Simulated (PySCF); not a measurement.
**CH₆OSSi: electronic excitations and core binding energies**

What electronic excitations and core binding energies should CH₆OSSi (`CS[SiH2]O`) show?

Programs: PySCF 2.14.0, with density-fitted response routines of our own. Each step states its level of theory. These are calculated values for one molecule in the gas phase, unless marked as measured. Atoms are numbered from 0 throughout.

## (1) The starting structure

10 atoms, charge 0, multiplicity 1; geometry from: GFN2-xTB.

Bonds of the start (Å): C0–S1 1.82, S1–Si2 2.15, Si2–O3 1.62, C0–H4 1.09, C0–H5 1.09, C0–H6 1.08, Si2–H7 1.46, Si2–H8 1.46, O3–H9 0.95.

## (2) TDDFT and polarisability: B3LYP/def2-SVPD

Job settings and geometry (Å):

```
{"job": {"kind": "uv", "xc": "B3LYP", "basis": "def2-SVPD", "nstates": 8, "ntriplets": 3}, "charge": 0, "multiplicity": 1}
C     -1.775903     0.438168    -0.063748
S     -0.143826     0.966925    -0.658014
Si     1.088414    -0.519131     0.284873
O      2.620266    -0.217516    -0.128363
H     -1.978817    -0.571301    -0.407166
H     -1.800330     0.482541     1.020495
H     -2.503816     1.126008    -0.480602
H      0.945521    -0.388410     1.727970
H      0.703627    -1.827879    -0.223973
H      2.853747     0.515247    -0.692654
```

With the program's defaults for keys left out, this is: TDDFT B3LYP/def2-SVPD, vertical, gas phase, core orbitals frozen in the response.

On the command line:

```bash
$ OMP_NUM_THREADS=1 python probes_run.py task.json out
```

One launch serves the whole session: the jobs run in the order shown.

Log:

```text
coarse grid: 9144 points
cycle   1  E = -804.2314288396  dE =  2.778e-01  |g| = 7.268e-01  |ddm| = 3.748e+00
cycle   2  E = -804.0276961408  dE =  2.037e-01  |g| = 1.254e+00  |ddm| = 1.795e+00
cycle   3  E = -804.3328952640  dE = -3.052e-01  |g| = 9.389e-02  |ddm| = 1.110e+00
cycle   4  E = -804.3347138832  dE = -1.819e-03  |g| = 4.256e-02  |ddm| = 1.901e-01
cycle   5  E = -804.3352258007  dE = -5.119e-04  |g| = 8.092e-03  |ddm| = 7.359e-02
cycle   6  E = -804.3352440555  dE = -1.825e-05  |g| = 2.605e-03  |ddm| = 1.397e-02
cycle   7  E = -804.3352459946  dE = -1.939e-06  |g| = 5.928e-04  |ddm| = 4.188e-03
final grid: 78320 points
cycle   8  E = -804.4313581490  dE = -1.893e-05  |g| = 2.838e-03  |ddm| = 4.355e-02
cycle   9  E = -804.4313568551  dE =  1.294e-06  |g| = 3.655e-03  |ddm| = 8.111e-03
cycle  10  E = -804.4313602349  dE = -3.380e-06  |g| = 4.292e-04  |ddm| = 4.271e-03
cycle  11  E = -804.4313602845  dE = -4.963e-08  |g| = 1.223e-04  |ddm| = 7.091e-04
cycle  12  E = -804.4313602868  dE = -2.350e-09  |g| = 5.471e-05  |ddm| = 1.492e-04
cycle  13  E = -804.4313602875  dE = -6.969e-10  |g| = 9.114e-06  |ddm| = 7.215e-05
converged SCF energy = -804.4313602875

Static polarisability (au): isotropic 64.617, principal 55.136 62.608 76.107

Singlet excitations
state   eV       nm        f      main configurations
  1   4.8706    254.6   0.00003   H->L 0.98
  2   5.8953    210.3   0.02592   H->L+1 0.98
  3   6.3600    194.9   0.00915   H->L+2 0.97
  4   6.5895    188.2   0.00027   H->L+3 0.86, H->L+4 0.09
  5   6.6495    186.5   0.01600   H-1->L 0.95
  6   6.7459    183.8   0.00001   H->L+4 0.86, H->L+3 0.09
  7   7.0099    176.9   0.00104   H-2->L 0.96
  8   7.1961    172.3   0.05776   H->L+5 0.99

Triplet excitations (Tamm-Dancoff, eV): 4.6380 5.6824 6.0230
```

Wall time 20 s (1 thread of Arm Neoverse N1, shared host); peak memory 0.56 GiB.

Frontier orbitals and where they lie:

| orbital | eV | atoms |
| --- | --- | --- |
| HOMO−3 | -9.86 | O3 36 %, S1 32 %, C0 20 % |
| HOMO−2 | -8.78 | O3 47 %, Si2 21 %, H8 12 % |
| HOMO−1 | -8.28 | S1 57 %, Si2 16 %, C0 10 % |
| HOMO | -6.65 | S1 72 %, C0 10 %, Si2 9 % |
| LUMO | -0.68 | S1 33 %, Si2 20 %, O3 13 % |
| LUMO+1 | 0.24 | S1 32 %, Si2 24 %, C0 10 % |
| LUMO+2 | 0.59 | S1 34 %, Si2 22 %, H7 10 % |

With each of the 8 states as a Gaussian band of 0.4 eV half-width at 1/e, the curve within the window shown has maxima at 207 nm (ε 1,200), 173 nm (ε 2,500) L/(mol cm). Beyond the last state computed it falls off for lack of states. The curve at chosen wavelengths:

```tsv
nm	ε (L/mol/cm)
165	1350
170	2332
175	2389
180	1810
185	1349
190	1139
195	1065
200	1103
205	1183
210	1163
215	972
220	680
225	400
229	235
234	107
239	43
244	16
249	6
254	3
259	2
264	1
269	1
274	1
279	0
284	0
289	0
```

Ground-state properties from the same run:

| property | computed |
| --- | --- |
| dipole moment (D) | 1.15 |
| polarisability (Å³) | 9.58 |
| HOMO–LUMO gap (eV) | 5.97 |
| −ε(HOMO) (eV) | 6.65 |

## (3) Core holes by ΔSCF: SCAN, X2C

Same as in step 2 but for these lines:

```diff
@@ -1,2 +1,2 @@
-{"job": {"kind": "uv", "xc": "B3LYP", "basis": "def2-SVPD", "nstates": 8, "ntriplets": 3}, "charge": 0, "multiplicity": 1}
+{"job": {"kind": "xps"}, "charge": 0, "multiplicity": 1}
 C     -1.775903     0.438168    -0.063748
```

Level: delta-SCF UKS SCAN, pcX-2 on the ionised atom, pcseg-1 elsewhere, spin-free X2C.

Log:

```text
ground state, core basis on atom 0 (C), 125 functions
  cycle   1  E = -806.09499756  |g| = 7.14e-01
  cycle   2  E = -805.88574773  |g| = 1.25e+00
  cycle   3  E = -806.19474839  |g| = 1.19e-01
  cycle   4  E = -806.19771596  |g| = 5.02e-02
  cycle   5  E = -806.19839059  |g| = 1.30e-02
  cycle   6  E = -806.19843669  |g| = 4.02e-03
  cycle   7  E = -806.19844133  |g| = 1.23e-03
  cycle   8  E = -806.19843958  |g| = 4.24e-04
  E(ground) = -806.25005288 Eh
hole in C 1s of atom 0
  cycle   1  E = -794.91690411  |g| = 1.50e+00
  cycle   2  E = -793.97470632  |g| = 1.95e+00
  cycle   3  E = -795.38809169  |g| = 4.59e-01
  cycle   4  E = -795.44222915  |g| = 3.26e-01
  cycle   5  E = -795.48129103  |g| = 8.96e-02
  cycle   6  E = -795.48449761  |g| = 2.06e-02
  cycle   7  E = -795.48476621  |g| = 5.25e-03
  cycle   8  E = -795.48479322  |g| = 2.25e-03
  cycle   9  E = -795.48479838  |g| = 1.27e-03
  cycle  10  E = -795.48480027  |g| = 3.16e-04
  E(ion) = -795.53741346 Eh   <S^2> = 0.7742   hole on atom = 1.000   binding energy = 291.506 eV
ground state, core basis on atom 1 (S), 136 functions
  cycle   1  E = -806.34572045  |g| = 4.05e-01
  cycle   2  E = -806.34553324  |g| = 4.61e-02
  cycle   3  E = -806.34485439  |g| = 6.70e-02
  cycle   4  E = -806.34610413  |g| = 5.17e-03
  cycle   5  E = -806.34610591  |g| = 2.68e-03
  cycle   6  E = -806.34610822  |g| = 2.40e-04
  E(ground) = -806.38372774 Eh
hole in S 1s of atom 1
  cycle   1  E = -714.12215139  |g| = 5.08e+00
  cycle   2  E = -714.42505622  |g| = 2.18e+00
  cycle   3  E = -714.86529670  |g| = 9.72e-01
  cycle   4  E = -715.28005378  |g| = 3.67e-01
  cycle   5  E = -715.33066263  |g| = 1.62e-01
  cycle   6  E = -715.34082589  |g| = 3.76e-02
  cycle   7  E = -715.34118286  |g| = 1.88e-02
  cycle   8  E = -715.34134536  |g| = 4.80e-03
  cycle   9  E = -715.34135638  |g| = 1.99e-03
  cycle  10  E = -715.34135773  |g| = 2.79e-04
  E(ion) = -715.37046680 Eh   <S^2> = 0.7515   hole on atom = 1.000   binding energy = 2476.597 eV
hole in S 2p of atom 1
  cycle   1  E = -799.68107481  |g| = 1.53e+00
  cycle   2  E = -799.59028011  |g| = 1.29e+00
  cycle   3  E = -800.07049227  |g| = 3.32e-01
  cycle   4  E = -800.11514323  |g| = 1.64e-01
  cycle   5  E = -800.12391565  |g| = 6.40e-02
  cycle   6  E = -800.12552158  |g| = 2.05e-02
  cycle   7  E = -800.12570032  |g| = 8.02e-03
  cycle   8  E = -800.12573210  |g| = 1.66e-03
  cycle   9  E = -800.12573568  |g| = 9.36e-04
  cycle  10  E = -800.12573520  |g| = 2.76e-04
  E(ion) = -800.16975330 Eh   <S^2> = 0.7531   hole on atom = 1.001   binding energy = 169.091 eV
  2p3/2 = 168.841 eV   2p1/2 = 170.089 eV
ground state, core basis on atom 2 (Si), 136 functions
  cycle   1  E = -806.30267920  |g| = 2.90e-01
  cycle   2  E = -806.30265604  |g| = 5.41e-02
  cycle   3  E = -806.30242069  |g| = 5.29e-02
  cycle   4  E = -806.30307926  |g| = 1.29e-02
  cycle   5  E = -806.30312213  |g| = 1.10e-03
  cycle   6  E = -806.30312505  |g| = 1.79e-04
  E(ground) = -806.31253075 Eh
hole in Si 1s of atom 2
  cycle   1  E = -737.34835795  |g| = 4.35e+00
  cycle   2  E = -737.18013255  |g| = 2.26e+00
  cycle   3  E = -737.75142428  |g| = 9.95e-01
  cycle   4  E = -738.32530888  |g| = 3.59e-01
  cycle   5  E = -738.39580780  |g| = 1.01e-01
  cycle   6  E = -738.39927211  |g| = 5.35e-02
  cycle   7  E = -738.40021222  |g| = 2.07e-02
  cycle   8  E = -738.40044888  |g| = 3.82e-03
  cycle   9  E = -738.40045611  |g| = 1.15e-03
  cycle  10  E = -738.40045784  |g| = 3.38e-04
  E(ion) = -738.41848405 Eh   <S^2> = 0.7523   hole on atom = 1.000   binding energy = 1847.491 eV
hole in Si 2p of atom 2
  cycle   1  E = -802.00876761  |g| = 1.24e+00
  cycle   2  E = -801.67696637  |g| = 1.26e+00
  cycle   3  E = -802.21280603  |g| = 4.19e-01
  cycle   4  E = -802.32172534  |g| = 1.10e-01
  cycle   5  E = -802.32783625  |g| = 3.77e-02
  cycle   6  E = -802.32846692  |g| = 1.49e-02
  cycle   7  E = -802.32854437  |g| = 5.77e-03
  cycle   8  E = -802.32856139  |g| = 1.25e-03
  cycle   9  E = -802.32856248  |g| = 4.08e-04
  E(ion) = -802.34982574 Eh   <S^2> = 0.7520   hole on atom = 1.003   binding energy = 107.831 eV
  2p3/2 = 107.577 eV   2p1/2 = 108.204 eV
ground state, core basis on atom 3 (O), 125 functions
  cycle   1  E = -806.23192196  |g| = 9.94e-02
  cycle   2  E = -806.23141294  |g| = 6.72e-02
  cycle   3  E = -806.23169995  |g| = 5.59e-02
  cycle   4  E = -806.23224180  |g| = 4.26e-03
  cycle   5  E = -806.23224678  |g| = 8.23e-04
  cycle   6  E = -806.23224805  |g| = 1.69e-04
  E(ground) = -806.28041024 Eh
hole in O 1s of atom 3
  cycle   1  E = -785.62167668  |g| = 2.22e+00
  cycle   2  E = -783.66271240  |g| = 2.50e+00
  cycle   3  E = -786.10587622  |g| = 7.52e-01
  cycle   4  E = -786.36992328  |g| = 3.06e-01
  cycle   5  E = -786.42017547  |g| = 1.18e-01
  cycle   6  E = -786.42856492  |g| = 3.03e-02
  cycle   7  E = -786.42917496  |g| = 8.73e-03
  cycle   8  E = -786.42921447  |g| = 3.55e-03
  cycle   9  E = -786.42922350  |g| = 1.23e-03
  cycle  10  E = -786.42922293  |g| = 2.30e-04
  E(ion) = -786.47814314 Eh   <S^2> = 0.7609   hole on atom = 1.000   binding energy = 538.847 eV
```

It took 49 s on 1 thread of Arm Neoverse N1, shared host; peak memory 0.45 GiB.

Binding energies by hole, beside the orbital energy of the ground state; the difference holds orbital relaxation and, for a density functional, its self-interaction error:

| hole | stands for | environment | ΔSCF (eV; 2p as the shell's mean) | −ε (eV) | ⟨S²⟩ |
| --- | --- | --- | --- | --- | --- |
| C1s on C0 | C0 | methyl carbon bonded to S | 291.51 | 274.6 | 0.774 |
| S1s on S1 | S1 | sulfur bonded to C, Si | 2476.60 | 2414.6 | 0.751 |
| S2p on S1 | S1 | sulfur bonded to C, Si | 169.26 | 157.7 | 0.753 |
| Si1s on Si2 | Si2 | silicon bonded to O, S, 2 H | 1847.49 | 1794.2 | 0.752 |
| Si2p on Si2 | Si2 | silicon bonded to O, S, 2 H | 107.79 | 96.9 | 0.752 |
| O1s on O3 | O3 | oxygen bonded to Si, H | 538.85 | 516.8 | 0.761 |

With the spin-orbit splitting: S1 2p3/2 168.84, 2p1/2 170.09 eV; Si2 2p3/2 107.58, 2p1/2 108.20 eV. The table gives each 2p level as the mean over the whole 2p shell (two parts 2p3/2, one part 2p1/2), which differs a little from the single hole in the log.

## (4) What came out

| quantity | value |
| --- | --- |
| lowest singlet (B3LYP/def2-SVPD) | 4.87 eV (255 nm), f = 0.000 |
| brightest single state of those computed | state 8, 7.20 eV, f = 0.058 |
| lowest triplet | 4.64 eV |
| C1s binding energies, SCAN/pcX-2 | C0 291.51 eV |
| S1s binding energies, SCAN/pcX-2 | S1 2476.60 eV |
| S2p binding energies, SCAN/pcX-2 | S1 169.26 eV |
| Si1s binding energies, SCAN/pcX-2 | Si2 1847.49 eV |
| Si2p binding energies, SCAN/pcX-2 | Si2 107.79 eV |
| O1s binding energies, SCAN/pcX-2 | O3 538.85 eV |

The lowest singlet, at 4.87 eV, is HOMO→LUMO 0.98 and is dark; of the 8 states computed, the strongest absorption comes from state 8 at 7.20 eV (the last computed, so partners may be missing). The lowest triplet lies 0.23 eV below the lowest singlet (triplets in Tamm-Dancoff, singlets in full TDDFT). States above −ε(HOMO) lie where TDDFT describes them poorly and they hang on the basis; the brightest is among them.
